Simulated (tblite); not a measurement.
# C4H11NSeSi: the cost of one run

The runs use tblite 0.8.0 and PySCF 2.14.0, with density-fitted response routines of our own; the level of theory stands in each step. All values are computed, except where a source is named. Atoms count from 0, in the outputs and in this text.

## 1. The molecule as given

18 atoms, charge 0, multiplicity 1; geometry from: force field or distance geometry start.

Bonds of the start (Å): C0–C1 1.50, C1–N2 1.28, N2–Si3 1.74, Si3–C4 1.88, Si3–Se5 2.26, Se5–C6 1.96, C0–H7 1.10, C0–H8 1.10, C0–H9 1.13, C1–H10 1.10, Si3–H11 1.48, C4–H12 1.12, C4–H13 1.11, C4–H14 1.12, C6–H15 1.09, C6–H16 1.11, C6–H17 1.12.

## 2. Optimising the geometry with GFN2-xTB

The job: settings as JSON, then the geometry in Å.

```
{"job": {"kind": "relax", "xc": "GFN2-xTB", "basis": "xTB"}, "charge": 0, "multiplicity": 1}
C     -1.640100    -1.792200    -0.047000
C     -2.458600    -0.551100    -0.238900
N     -1.946500     0.621200    -0.242700
Si    -0.226000     0.786900    -0.049000
C      0.155800     2.607600    -0.298300
Se     1.038400    -0.362800    -1.527000
C      2.776600    -0.825500    -0.744100
H     -0.568300    -1.605600     0.143700
H     -2.085700    -2.476100     0.693900
H     -1.713700    -2.341800    -1.027000
H     -3.548700    -0.631500    -0.362100
H      0.264300     0.452700     1.305900
H     -0.477700     2.921600    -1.165900
H      1.232100     2.781700    -0.513500
H     -0.208900     3.216900     0.562000
H      3.523900    -1.049900    -1.509600
H      3.181600     0.008800    -0.133100
H      2.692700    -1.754600    -0.123800
```

The run is started by

```
OMP_NUM_THREADS=1 python probes_run.py task.json out
```

One launch serves the whole session: the jobs run in the order shown.

Q: Estimate the wall time of this first job on 1 thread of Arm Neoverse V1, shared host.

About 1.7 s.
